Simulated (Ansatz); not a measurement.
# La3Si2O: the cost of one run

Computed with Ansatz 0.2.0 (DFT PBE, scalar-relativistic, plane waves, PAW, unless a step's input says otherwise).

1 further run of the same task is left out (set aside as unsound or not needed). Runs told in other sessions of the task aren't counted.

### 1 The structure to begin with

Symmetry: Cmmm, No. 65, orthorhombic system. Conventional cell: a = 7.437 Å, b = 14.650 Å, c = 4.361 Å, α = 90.00°, β = 90.00°, γ = 90.00°. La (site symmetry 2/m) is surrounded by 4 Si at 3.12 Å. La (site symmetry mmm) is surrounded by 2 O at 2.18 Å. Si (site symmetry m2m) has 1 O at 2.42 Å and 6 La at 3.12 to 3.26 Å in its first shell of neighbours. Around O (site symmetry mmm) lie 2 La at 2.18 Å.

As a file:

```cif
data_structure
_symmetry_space_group_name_H-M 'P 1'
_symmetry_Int_Tables_number 1
_cell_length_a 8.2146
_cell_length_b 8.2146
_cell_length_c 4.3608
_cell_angle_alpha 90.000
_cell_angle_beta 90.000
_cell_angle_gamma 126.172
_cell_volume 237.55
loop_
_atom_site_label
_atom_site_type_symbol
_atom_site_fract_x
_atom_site_fract_y
_atom_site_fract_z
_atom_site_occupancy
La1 La 0.00000 0.50000 0.00000 1
La2 La 0.50000 0.00000 0.00000 1
La3 La 0.50000 0.50000 0.00000 1
Si1 Si 0.66520 0.33480 0.50000 1
Si2 Si 0.33480 0.66520 0.50000 1
O1 O 0.50000 0.50000 0.50000 1
```

The cell was relaxed beforehand at this level, from a generated guess; it needn't be the stable form of this composition. At a tolerance of 0.05 Å it has space group Cmmm (No. 65); it has 39.59 Å³/atom, an uncorrected energy of -0.52 eV/atom over the elements.

### 2 Electronic structure at the relaxed geometry

Contents of input.yaml:

```yaml
crystal:
  lattice:
    - [3.7183845758, -7.3248638817, 0.0]
    - [3.7183845758, 7.3248638817, 0.0]
    - [0.0, 0.0, 4.3608489817]
  atoms:
    - { symbol: La, position: [0.0, 0.5, 0.0] }
    - { symbol: La, position: [0.5, 0.0, 0.0] }
    - { symbol: La, position: [0.5, 0.5, 0.0] }
    - { symbol: Si, position: [0.6652028812, 0.3347971188, 0.5] }
    - { symbol: Si, position: [0.3347971188, 0.6652028812, 0.5] }
    - { symbol: O, position: [0.5, 0.5, 0.5] }
basis:
  ecutwfc: 420
kpoints:
  mp_grid: { grid: [6, 6, 10] }
  band_path:
    path:
      - [[0.0, 0.0, 0.0], [-0.5, 0.5, 0.0], [-0.31442427, 0.68557573, 0.0]]
      - [[0.31442427, 0.31442427, 0.0], [0.0, 0.0, 0.0], [0.0, 0.0, 0.5], [0.31442427, 0.31442427, 0.5]]
      - [[-0.31442427, 0.68557573, 0.5], [-0.5, 0.5, 0.5], [-0.5, 0.5, 0.0]]
      - [[0.0, 0.0, 0.0], [0.0, 0.5, 0.0], [0.0, 0.5, 0.5], [0.0, 0.0, 0.5], [-0.5, 0.5, 0.5]]
    npoints: 14
hamiltonian:
  xc: pbe
scf:
  occupations: { method: gaussian, width: 0.1 }
  n_extra_bands: 15
output:
  forces: true
  stress: true
  eigenvalues: true
  populations: true
  dos: { projected: true, de: 0.02, nscf_kmesh: { grid: [8, 8, 12] } }
  bader: true
  write_density: true
  write_potential: true
  elf: true
  volumetric_format: npy
```

Run with:

```sh
> ansatz run input.yaml --threads 1 --pin off --max-ram 2560MiB --backend cpu --events-out ev --progress --plain --runs-dir out
```

What time and memory should one allow on 1 thread of Arm Neoverse V1, shared host?

About 3.6 min, with a peak of 1.1 GiB.
